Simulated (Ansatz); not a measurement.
## LiCuOF, space group P4/mmm: a relaxation of cell and ions

Program: the Python package of Ansatz (0.2.0).

`vcrelax.py`:
```python
"""Variable-cell relaxation of LiCuOF."""

from pathlib import Path

import ansatz as az
from ase import Atoms
from ase.data import atomic_numbers
from ase.io import write
from ase.io.cube import read_cube_data
from ase.neighborlist import neighbor_list
from ase.units import Bohr
import numpy as np
import spglib

def edges_and_angles(cell):
    cell = np.asarray(cell)
    a, b, c = np.linalg.norm(cell, axis=1)
    cosines = cell[1] @ cell[2] / (b * c), cell[0] @ cell[2] / (a * c), cell[0] @ cell[1] / (a * b)
    return (a, b, c, *np.degrees(np.arccos(cosines)))

licuof = (
    az.Lattice.of((2.794498, 0.0, 0.0), (0.0, 2.794498, 0.0), (0.0, 0.0, 4.988393))
    .atom("Li", (0.5, 0.5, 0.5))
    .atom("Cu", (0.0, 0.0, 0.0))
    .atom("O", (0.5, 0.5, 0.0))
    .atom("F", (0.0, 0.0, 0.5))
)

# a pressure is positive in compression
setup = (
    licuof.calculation()
    .occupations(az.OccupationsMethod.FERMI_DIRAC, width=0.1)
    .pseudopotentials("paw")
    .functional("LDA")
    .kpoints(8, 8, 4)
    .relax(pressure=200 * az.kbar, stress_tolerance=0.1)
    .density_of_states(energy_step=0.05)
    .density()
    .output_files(volumetric_format=["cube", "npy"])
)
steps = []


def collect(event):
    if event["event"] == "relax_step":
        steps.append(event["data"])


done = setup.session().plan().execute(on_event=collect)
data = done.report
for s in steps:
    flag = "" if s["accepted"] else "  (rejected)"
    print("step %2d  E = %.5f eV  largest force component = %.4f eV/A%s" % (s["step"], s["lagrangian_ev"], s["allowed_force_max_ev_ang"], flag))

first, last = steps[0], steps[-1]
symbols = [site.symbol for site in done.lattice.sites]
print(f"energy gained {first['lagrangian_ev'] - last['lagrangian_ev']:.4f} eV in {len(steps) - 1} steps")
for label, vectors in (("before", first["cell_ang"]), ("after", done.lattice.cell_ang)):
    print(label, "a b c (A) {:.4f} {:.4f} {:.4f}  angles {:.2f} {:.2f} {:.2f}".format(*edges_and_angles(vectors)), f" V = {abs(np.linalg.det(vectors)):.3f} A^3")
print("final stress xx yy zz (GPa, compression positive):", np.round(np.diag(data["stress_gpa"]), 3) + 0.0)

final = Atoms(symbols, positions=last["positions_ang"], cell=done.lattice.cell_ang, pbc=True)
i, j, d = neighbor_list("ijd", final, 4.5)
print("neighbours within 1.1 times the shortest distance of each atom (A)")
for atom in range(len(final)):
    near = [m for m in np.argsort(d) if i[m] == atom]
    shell = [m for m in near if d[m] < 1.1 * d[near[0]]]
    print(f"{symbols[atom]}{atom} ({len(shell)}):", ", ".join(f"{symbols[j[m]]} {d[m]:.3f}" for m in shell))

fractions = [site.position_frac for site in done.lattice.sites]
numbers = [atomic_numbers[s] for s in symbols]
for tolerance in (1e-3, 1e-2, 1e-1):
    print(f"space group at {tolerance} A:", spglib.get_spacegroup((done.lattice.cell_ang, fractions, numbers), symprec=tolerance))

relaxed = Atoms(symbols, positions=[site.position_ang for site in done.lattice.sites], cell=done.lattice.cell_ang, pbc=True)
write("relaxed.vasp", relaxed, format="vasp")

for key in ("converged", "n_iterations", "n_electrons", "n_kpoints", "n_pw", "n_symmetry_ops", "free_energy_ev", "fermi_energy_ev"):
    print(f"{key:18s} {data[key]}")

dos = done.density_of_states()
energy = np.asarray(dos.energies_ev) - dos.fermi_ev
states, count = np.asarray(dos.spin_summed_g_bin_mean_per_ev), np.asarray(dos.spin_summed_integrated)
g_fermi = float(np.interp(0.0, energy, states))
print(f"g(E_F) = {g_fermi:.3f} states/eV per cell")
# Sommerfeld coefficient of bare band electrons: pi^2 k_B^2 g / 3
gamma = np.pi ** 2 / 3 * 8.617333e-5 ** 2 * g_fermi * 96485.33e3 / len(done.lattice.sites)
print(f"bare Sommerfeld coefficient {gamma:.2f} mJ/(mol of atoms K^2)")
for low, high in ((-10, -6), (-6, -3), (-3, 0), (0, 3)):
    print(f"states between {low} and {high} eV: {np.interp(high, energy, count) - np.interp(low, energy, count):.3f}")

# cube files hold the density in electrons per cubic bohr
folder = Path(done.write_results("cubes"))
print("\n".join((folder / "rho.cube").read_text().splitlines()[: 6 + 4]))
values, cube_atoms = read_cube_data(str(folder / "rho.cube"))
print("electrons from the file:", round(values.mean() * cube_atoms.get_volume() / Bohr ** 3, 3))
```

```console
$ python vcrelax.py
DeckWarning: basis.ecutwfc = 420 eV, auto-derived from the records' recommended cutoffs: set by Li (normal level)
step  1  E = -8107.73625 eV  largest force component = 0.0000 eV/A
step  2  E = -8107.86394 eV  largest force component = 0.0000 eV/A
step  3  E = -8107.75525 eV  largest force component = 0.0000 eV/A
step  4  E = -8107.59578 eV  largest force component = 0.0000 eV/A
step  5  E = -8107.66164 eV  largest force component = 0.0000 eV/A
step  6  E = -8107.65373 eV  largest force component = 0.0000 eV/A
step  7  E = -8107.63630 eV  largest force component = 0.0000 eV/A
step  8  E = -8107.61893 eV  largest force component = 0.0000 eV/A
step  9  E = -8107.61810 eV  largest force component = 0.0000 eV/A
energy gained -0.1182 eV in 8 steps
before a b c (A) 2.7945 2.7945 4.9884  angles 90.00 90.00 90.00  V = 38.955 A^3
after a b c (A) 2.6942 2.6942 4.2110  angles 90.00 90.00 90.00  V = 30.566 A^3
final stress xx yy zz (GPa, compression positive): [19.978 19.978 19.973]
neighbours within 1.1 times the shortest distance of each atom (A)
Li0 (4): F 1.905, F 1.905, F 1.905, F 1.905
Cu1 (4): O 1.905, O 1.905, O 1.905, O 1.905
O2 (4): Cu 1.905, Cu 1.905, Cu 1.905, Cu 1.905
F3 (4): Li 1.905, Li 1.905, Li 1.905, Li 1.905
space group at 0.001 A: P4/mmm (123)
space group at 0.01 A: P4/mmm (123)
space group at 0.1 A: P4/mmm (123)
converged          True
n_iterations       7
n_electrons        35.0
n_kpoints          45
n_pw               619
n_symmetry_ops     16
free_energy_ev     -8107.618099906202
fermi_energy_ev    11.373748638424429
g(E_F) = 1.190 states/eV per cell
bare Sommerfeld coefficient 0.70 mJ/(mol of atoms K^2)
states between -10 and -6 eV: 6.847
states between -6 and -3 eV: 5.212
states between -3 and 0 eV: 8.967
states between 0 and 3 eV: 0.973
ansatz rho
values in e/bohr^3 (x slowest, z fastest)
    4    0.000000    0.000000    0.000000
   20    0.254561    0.000000    0.000000
   20    0.000000    0.254561    0.000000
   30    0.000000    0.000000    0.265257
    3    3.000000    2.545612    2.545612    3.978850
   29   29.000000    0.000000   -0.000000    0.000000
    8    8.000000    2.545612    2.545612    0.000000
    9    9.000000   -0.000000    0.000000    3.978850
electrons from the file: 35.0
```
(Warnings from the package without file and line.)

It writes `relaxed.vasp`:
```text
Li Cu O  F
 1.0000000000000000
     2.6941595254697819    0.0000000000000000    0.0000000000000000
     0.0000000000000000    2.6941595254697819    0.0000000000000000
     0.0000000000000000    0.0000000000000000    4.2110338195268913
 Li  Cu  O   F
   1   1   1   1
Cartesian
  1.3470797627348909  1.3470797627348909  2.1055169097634456
  0.0000000000000000 -0.0000000000000000  0.0000000000000000
  1.3470797627348909  1.3470797627348909  0.0000000000000000
 -0.0000000000000000  0.0000000000000000  2.1055169097634456
```

Notes:
- Total energies depend on the potentials; only differences at equal settings carry meaning. A total without «per atom» is that of the cell as typed.
- The cell holds an odd number of electrons and is run without spin, so a magnetic state may lie lower.
- Forces vanish by symmetry, so the ions can't move, and the end may be a saddle.
- Part of the cell is held or a pressure is applied, so the end point needn't be the zero-pressure lattice.
- At a fixed pressure a relaxation lowers the enthalpy F + PV, while F alone can rise.
- The mesh is modest for a metal, so energies can be off by several to tens of meV an atom and pressures by half a GPa or more; differences at equal mesh fare better.
- The zero of the levels is a convention of the potentials, so an absolute Fermi energy is no work function.
- Energies along a relaxation are free energies. Rows at an unchanged volume are solved on a plane-wave basis chosen afresh for that cell, so the energy jumps there and such rows are no steps of the walk.
- Symmetry holds the cell in this phase, whether or not it is the stable one at this pressure.
- Without a Hubbard U or exact exchange, semilocal functionals often make such 3d compounds metallic or too weakly gapped.
- Grid values close to the nuclei reflect the PAW or pseudopotential construction, not the all-electron fields.
- The structure comes from a database of computed cells and needn't be a stable or known phase.
- The density of states is complete only as far up as bands were computed.
- Wall time of the script: 17 s on 1 thread of Arm Neoverse V2, on a shared host, peak memory 0.47 GiB.

(Lines on the test bed's own set-up are left out of the output.)
